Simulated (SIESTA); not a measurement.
# Zn (C2/m) in SIESTA: equation of state, part 2 of 2

SIESTA 5.4.2. Earlier steps stand in the parts before.

**4. Single point, PBEsol, 14.16 Å³/atom**

File Zn.fdf:

```
SystemName                      Zn
SystemLabel                     Zn
NumberOfSpecies                 1
NumberOfAtoms                   3
%block ChemicalSpeciesLabel
  1  30 Zn
%endblock ChemicalSpeciesLabel

LatticeConstant                 1.0 Ang
%block LatticeVectors
     2.2529470963    -1.2997049534     0.0000000000
     2.2529470963     1.2997049534     0.0000000000
    -1.5810335593     0.0000000000     7.2514106874
%endblock LatticeVectors
AtomicCoordinatesFormat         Fractional
%block AtomicCoordinatesAndAtomicSpecies
     0.7780178600     0.7780178600     0.3345049800  1  Zn
     0.2219821400     0.2219821400     0.6654950200  1  Zn
     0.0000000000     0.0000000000     0.0000000000  1  Zn
%endblock AtomicCoordinatesAndAtomicSpecies

%block kgrid.MonkhorstPack
   12   0   0  0.0
    0  12   0  0.0
    0   0   4  0.0
%endblock kgrid.MonkhorstPack
XC.Functional                   GGA
XC.Authors                      PBEsol
PAO.BasisSize                   DZP
PAO.EnergyShift                 0.003 Ry
Mesh.Cutoff                     800 Ry
OccupationFunction              FD
ElectronicTemperature           0.05 eV
MaxSCFIterations                120
SCF.MustConverge                false
SCF.Mixer.Method                Pulay
SCF.Mixer.Weight                0.25
SCF.Mixer.History               8
SCF.DM.Tolerance                5.0e-05
SCF.H.Tolerance                 1.0e-03 eV
WriteForces                     true
Charge.Mulliken                 end
%block PAO.Basis
  Zn 5
  n=3 0 2
    2.276 0.000
  n=4 0 2
    6.317 0.000
  n=3 1 2
    2.537 0.000
  n=4 1 1
    6.317
  n=3 2 2
    4.164 0.000
%endblock PAO.Basis
```

Run with:

```
$ siesta Zn.fdf > Zn.out 2>&1
```

Run time: 32 s. Hardware: 1 thread of Arm Neoverse V2, shared host; peak memory 0.23 GiB.

The run converged. Its results:

```
Free energy            : -17052.7567 eV
Pressure               : -2.2 GPa
Largest force          : 0.060 eV/Å
Band gap on the k mesh : none (metal or under the smearing width)
```

Caveat: short orbitals over semicore shells can move pressures by several GPa; the valence orbitals were made in a potential fitted to the semicore shell under them, which widens gaps by tenths of an eV or more; the basis of atomic orbitals isn't converged, which shifts pressures, moduli and gaps.

**5. Single point, PBEsol, 14.73 Å³/atom**

Zn.fdf: that of step 4 with these lines changed.

```diff
@@ -10,5 +10,5 @@
 %block LatticeVectors
-     2.2529470963    -1.2997049534     0.0000000000
-     2.2529470963     1.2997049534     0.0000000000
-    -1.5810335593     0.0000000000     7.2514106874
+     2.2831916059    -1.3171527394     0.0000000000
+     2.2831916059     1.3171527394     0.0000000000
+    -1.6022580189     0.0000000000     7.3487566750
 %endblock LatticeVectors
```

Run with:

```
$ siesta < Zn.fdf > Zn.out 2>&1
```

It took 30 s on 1 thread of Arm Neoverse V2, shared host; peak memory 0.22 GiB.

The run converged. Its results:

| Property | Result |
| --- | --- |
| Free energy | -17052.7167 eV |
| Pressure | -5.2 GPa |
| Largest force | 0.007 eV/Å |
| Band gap on the k mesh | none (metal or under the smearing width) |

Caveat: short orbitals over semicore shells can move pressures by several GPa; the valence orbitals were made in a potential fitted to the semicore shell under them, which widens gaps by tenths of an eV or more; the basis of atomic orbitals isn't converged, which shifts pressures, moduli and gaps.

**6. Single point, PBEsol, 15.02 Å³/atom**

Zn.fdf: that of step 5 with these lines changed.

```diff
@@ -10,5 +10,5 @@
 %block LatticeVectors
-     2.2831916059    -1.3171527394     0.0000000000
-     2.2831916059     1.3171527394     0.0000000000
-    -1.6022580189     0.0000000000     7.3487566750
+     2.2980179408    -1.3257059190     0.0000000000
+     2.2980179408     1.3257059190     0.0000000000
+    -1.6126625833     0.0000000000     7.3964772113
 %endblock LatticeVectors
```

Potentials or basis: PseudoDojo 0.4 standard (PBEsol files), DZP (energy shift 0.003 Ry; two zetas on semicore shells).

Run with:

```
$ siesta < Zn.fdf > Zn.out 2>&1
```

Run time: 30 s. Hardware: 1 thread of Arm Neoverse V2, shared host; peak memory 0.22 GiB.

It converged, with:

```yaml
Free_energy: -17052.6832 eV
Pressure: -7.2 GPa
Largest_force: 0.040 eV/Å
Band_gap_on_the_k_mesh: none (metal or under the smearing width)
```

Caveat: short orbitals over semicore shells can move pressures by several GPa; the valence orbitals were made in a potential fitted to the semicore shell under them, which widens gaps by tenths of an eV or more; the basis of atomic orbitals isn't converged, which shifts pressures, moduli and gaps.

**7. Single point, PBEsol, 15.31 Å³/atom**

Zn.fdf: that of step 6 with these lines changed.

```diff
@@ -10,5 +10,5 @@
 %block LatticeVectors
-     2.2980179408    -1.3257059190     0.0000000000
-     2.2980179408     1.3257059190     0.0000000000
-    -1.6126625833     0.0000000000     7.3964772113
+     2.3126553924    -1.3341501334     0.0000000000
+     2.3126553924     1.3341501334     0.0000000000
+    -1.6229345964     0.0000000000     7.4435898014
 %endblock LatticeVectors
```

Run with:

```
$ siesta Zn.fdf > Zn.out 2>&1
```

Run time: 27 s. Hardware: 1 thread of Arm Neoverse V2, shared host; peak memory 0.22 GiB.

The run converged. Its results:

```yaml
Free_energy: -17052.6397 eV
Pressure: -8.7 GPa
Largest_force: 0.045 eV/Å
Band_gap_on_the_k_mesh: none (metal or under the smearing width)
```

Caveat: short orbitals over semicore shells can move pressures by several GPa; the valence orbitals were made in a potential fitted to the semicore shell under them, which widens gaps by tenths of an eV or more; the basis of atomic orbitals isn't converged, which shifts pressures, moduli and gaps.

**8. Equation of state, PBEsol**

Potentials or basis: PseudoDojo 0.4 standard (PBEsol files), DZP (energy shift 0.003 Ry; two zetas on semicore shells).

No new run: the results of the series are fitted here.

What came out:

- Equilibrium volume: 13.89 Å³/atom
- Bulk modulus at fixed shape and positions: 103 GPa
- Pressure derivative of the bulk modulus: 3.3 (rough: it moves with the points fitted)

Energy against volume, from the lowest point:
```tsv
volume (Å³/atom)	energy (meV/atom)
13.578	2.83
13.867	0.00
14.156	2.05
14.444	7.47
14.733	15.36
15.022	26.54
15.311	41.05
```

Caveat: short orbitals over semicore shells can move pressures by several GPa; the valence orbitals were made in a potential fitted to the semicore shell under them, which widens gaps by tenths of an eV or more; the cell was scaled at fixed shape and fractional positions, which overstates the stiffness of a crystal with free parameters, most of all of layers and chains; the basis of atomic orbitals isn't converged, which shifts pressures, moduli and gaps.
